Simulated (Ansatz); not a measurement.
# Rb3Sr3Pb2: the cost of one run

Computed with Ansatz 0.2.0 (DFT PBE, scalar-relativistic, plane waves, PAW, unless a step names another level, unless a step's input says otherwise).

1 further run of the same task is left out (it didn't finish).

## Step 1: Starting point

The structure is hexagonal, space group P-62m (No. 189). Conventional cell: a = 7.822 Å, b = 7.822 Å, c = 7.994 Å, α = 90.00°, β = 90.00°, γ = 120.00°. Around Rb (site symmetry m2m) lie 2 Pb at 3.81 Å and 4 Rb at 3.98 Å. Around Sr (site symmetry m2m) lie 2 Pb at 3.45 Å. Around Pb (site symmetry 3m) lie 1 Pb at 3.14 Å and 3 Sr at 3.45 Å.

As a file:

```
Rb Sr Pb
1.0
     7.82229    0.00000    0.00000
    -3.91115    6.77430    0.00000
     0.00000    0.00000    7.99393
Rb Sr Pb
3 3 2
Direct
  0.44387 0.00000 0.50000
  0.00000 0.44387 0.50000
  0.55613 0.55613 0.50000
  0.68575 0.00000 0.00000
  0.00000 0.68575 0.00000
  0.31425 0.31425 0.00000
  0.00000 0.00000 0.69666
  0.00000 0.00000 0.30334
```

It came out lowest among 18 distinct ends of the trial cells. At a tolerance of 0.05 Å it has space group P-62m (No. 189).

## Step 2: A stricter relaxation, on the response runs' mesh and smearing

The input, input.yaml:

```yaml
crystal:
  lattice:
    - [7.8222913893, 0.0, 0.0]
    - [-3.9111456946, 6.7743030589, 0.0]
    - [0.0, 0.0, 7.9939255429]
  atoms:
    - { symbol: Rb, position: [0.4438698662, 0.0, 0.5] }
    - { symbol: Rb, position: [0.0, 0.4438698662, 0.5] }
    - { symbol: Rb, position: [0.5561301338, 0.5561301338, 0.5] }
    - { symbol: Sr, position: [0.685748138, 0.0, 0.0] }
    - { symbol: Sr, position: [0.0, 0.685748138, 0.0] }
    - { symbol: Sr, position: [0.314251862, 0.314251862, 0.0] }
    - { symbol: Pb, position: [0.0, 0.0, 0.6966581721] }
    - { symbol: Pb, position: [0.0, 0.0, 0.3033418279] }
basis:
  ecutwfc: 420
kpoints:
  mp_grid: { grid: [6, 6, 4] }
hamiltonian:
  xc: pbe
scf:
  occupations: { method: gaussian, width: 0.1 }
output:
  forces: true
  stress: true
  eigenvalues: true
relax:
  adjacent_minimum: "off"
  f_tol: 0.001
  max_steps: 60
  cell: { stress_tol: 0.01 }
```

On the command line:

```sh
$ ansatz run input.yaml --threads 3 --pin off --max-ram 7680MiB --backend cpu --events-out ev --progress --plain --runs-dir out
```

What time and memory should one allow on 3 threads of Arm Neoverse V2, shared host?

About 37 s, with a peak of 0.86 GiB.
